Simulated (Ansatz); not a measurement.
## NaLaMnMoO6: band structure with PBE

Crystal: NaLaMnMoO6.

```
Na La Mn Mo O
1.0
     5.55735    0.00000    0.00053
     0.00000    5.59794    0.00000
    -0.06290    0.00000    8.02462
Na La Mn Mo O
2 2 2 2 12
Cartesian
  4.1371 2.8870 4.0066
  1.3574 0.0880 4.0185
  1.3662 5.3682 8.0197
  4.1282 2.5692 0.0054
  1.3603 2.7297 2.0550
  4.1342 5.5286 5.9702
  4.1820 5.5792 2.1743
  1.3124 2.7803 5.8509
  3.7112 5.4765 3.9373
  0.1716 4.5353 2.2249
  5.1703 1.6184 2.2495
  2.6448 1.1737 1.5989
  3.0125 4.1180 1.6116
  4.6099 0.1018 0.0319
  1.7833 2.6775 4.0878
  5.3228 1.7363 5.8002
  0.3241 4.4173 5.7757
  2.8496 3.9726 6.4262
  2.4819 1.3190 6.4136
  0.8845 2.9007 7.9933
```

The cell was built by a generator and needn't be a form met in nature.

```json
{
 "Program": "Ansatz 0.2.0",
 "Task": "band structure",
 "Functional": "PBE",
 "Potentials or basis": "Ansatz PAW",
 "Cutoff": "420 eV (not typed: the program's choice for these potentials)",
 "k mesh": "5 × 5 × 4",
 "Occupations": "fermi-dirac, width 0.05 eV",
 "Spin": "collinear spin, ferromagnetic start",
 "Starting moments": "[0.0, 0.0, 0.0, 0.0, 4.0, 4.0, 1.0, 1.0, 0.0, 0.0, 0.0, 0.0, 0.0, 0.0, 0.0, 0.0, 0.0, 0.0, 0.0, 0.0] μB",
 "Path": "[[\"G\", \"Y\", \"H\", \"C\", \"E\", \"M1\", \"A\", \"X\", \"H1\"], [\"M\", \"D\", \"Z\"], [\"Y\", \"D\"]]",
 "Points for each segment of the path": "10"
}
```

```json
{
  "Pressure": "0.0 GPa",
  "Largest force": "0.019 eV/Å",
  "Band gap on the k mesh": "0.12 eV, indirect (least direct gap 0.16 eV)",
  "Band gap along the path": "0.12 eV, indirect (least direct gap 0.16 eV)",
  "Net moment": "9.97 μB per cell",
  "Absolute moment": "10.04 μB per cell",
  "Site moments": "Na +0.00; La +0.01; Mn +3.79; Mo +0.19; O +0.02, +0.04, +0.03, +0.06 μB"
}
```

Forces in eV/Å, atoms in the order of the input:
```
Na   0.001  0.001  0.000
Na  -0.001  0.001  0.000
La   0.005  0.002  0.000
La  -0.005  0.002  0.000
Mn   0.001  0.006 -0.001
Mn  -0.001  0.006  0.001
Mo  -0.014  0.013  0.001
Mo   0.014  0.013 -0.001
O    0.004 -0.004  0.004
O    0.006 -0.008 -0.001
O    0.006 -0.001 -0.002
O   -0.001  0.000  0.001
O    0.000 -0.007 -0.001
O    0.001 -0.002 -0.006
O   -0.004 -0.004 -0.004
O   -0.006 -0.008  0.001
O   -0.006 -0.001  0.002
O    0.001  0.000 -0.001
O    0.000 -0.007  0.001
O   -0.001 -0.002  0.006
```

Levels at the corners of the path, in eV from the valence-band top:
Spin up:
```csv
point,band 86,band 87,band 88,band 89,band 90,band 91,band 92,band 93,band 94,band 95
Γ,-1.65,-1.08,-1.07,-0.89,-0.44,0.55,0.79,0.80,0.85,0.89
Y,-1.70,-1.10,-1.04,-0.44,-0.04,0.63,0.67,0.76,0.80,0.88
H,-1.68,-0.57,-0.56,-0.33,-0.03,0.45,0.52,0.64,0.98,1.04
C,-1.68,-0.57,-0.56,-0.33,-0.03,0.45,0.52,0.64,0.98,1.04
E,-1.65,-0.70,-0.70,-0.40,-0.40,0.66,0.66,0.76,0.76,0.95
M1,-1.65,-0.70,-0.70,-0.40,-0.40,0.66,0.66,0.76,0.76,0.95
A,-1.63,-0.95,-0.95,-0.46,-0.46,0.66,0.66,0.73,0.73,1.01
X,-1.73,-0.72,-0.56,-0.49,-0.42,0.42,0.61,0.63,1.01,1.11
H1,-1.68,-0.57,-0.56,-0.33,-0.03,0.45,0.52,0.64,0.98,1.04
M,-1.65,-0.70,-0.70,-0.40,-0.40,0.66,0.66,0.76,0.76,0.95
D,-1.75,-0.52,-0.52,-0.21,-0.21,0.55,0.55,0.74,0.74,1.11
Z,-1.78,-0.67,-0.67,-0.37,-0.37,0.56,0.56,0.74,0.74,1.13
Y,-1.70,-1.10,-1.04,-0.44,-0.04,0.63,0.67,0.76,0.80,0.88
D,-1.75,-0.52,-0.52,-0.21,-0.21,0.55,0.55,0.74,0.74,1.11
```
Spin down:
| point | band 77 | band 78 | band 79 | band 80 | band 81 | band 82 | band 83 | band 84 |
| --- | --- | --- | --- | --- | --- | --- | --- | --- |
| Γ | -2.70 | -2.52 | -2.51 | -2.49 | 0.12 | 0.22 | 0.30 | 0.33 |
| Y | -2.68 | -2.53 | -2.49 | -2.46 | 0.13 | 0.24 | 0.58 | 0.58 |
| H | -2.83 | -2.69 | -2.53 | -2.31 | 0.56 | 0.60 | 0.65 | 0.70 |
| C | -2.83 | -2.69 | -2.53 | -2.31 | 0.56 | 0.60 | 0.65 | 0.70 |
| E | -2.82 | -2.82 | -2.54 | -2.54 | 0.55 | 0.55 | 0.86 | 0.86 |
| M1 | -2.82 | -2.82 | -2.54 | -2.54 | 0.55 | 0.55 | 0.86 | 0.86 |
| A | -2.83 | -2.83 | -2.47 | -2.47 | 0.27 | 0.27 | 0.89 | 0.89 |
| X | -2.89 | -2.71 | -2.53 | -2.34 | 0.45 | 0.47 | 0.67 | 0.74 |
| H1 | -2.83 | -2.69 | -2.53 | -2.31 | 0.56 | 0.60 | 0.65 | 0.70 |
| M | -2.82 | -2.82 | -2.54 | -2.54 | 0.55 | 0.55 | 0.86 | 0.86 |
| D | -2.82 | -2.82 | -2.54 | -2.54 | 0.67 | 0.67 | 0.75 | 0.75 |
| Z | -2.89 | -2.89 | -2.54 | -2.54 | 0.55 | 0.55 | 0.77 | 0.77 |
| Y | -2.68 | -2.53 | -2.49 | -2.46 | 0.13 | 0.24 | 0.58 | 0.58 |
| D | -2.82 | -2.82 | -2.54 | -2.54 | 0.67 | 0.67 | 0.75 | 0.75 |

Wall time 62 s on 1 × NVIDIA H100 80GB HBM3 with 2 threads of AMD EPYC 7R13 Processor (Zen 3), on a shared host, peak memory 1.3 GiB.

Caveat: the magnetic or orbital state may not be the lowest; the pressure holds a Pulay correction of +0.6 GPa for the finite cutoff; spin-orbit coupling is left out, which moves the levels of the heavy elements; only a ferromagnetic start was run, and an antiferromagnetic order may lie lower in energy. A hybrid or GW would open this gap; PBE tends to underestimate it.
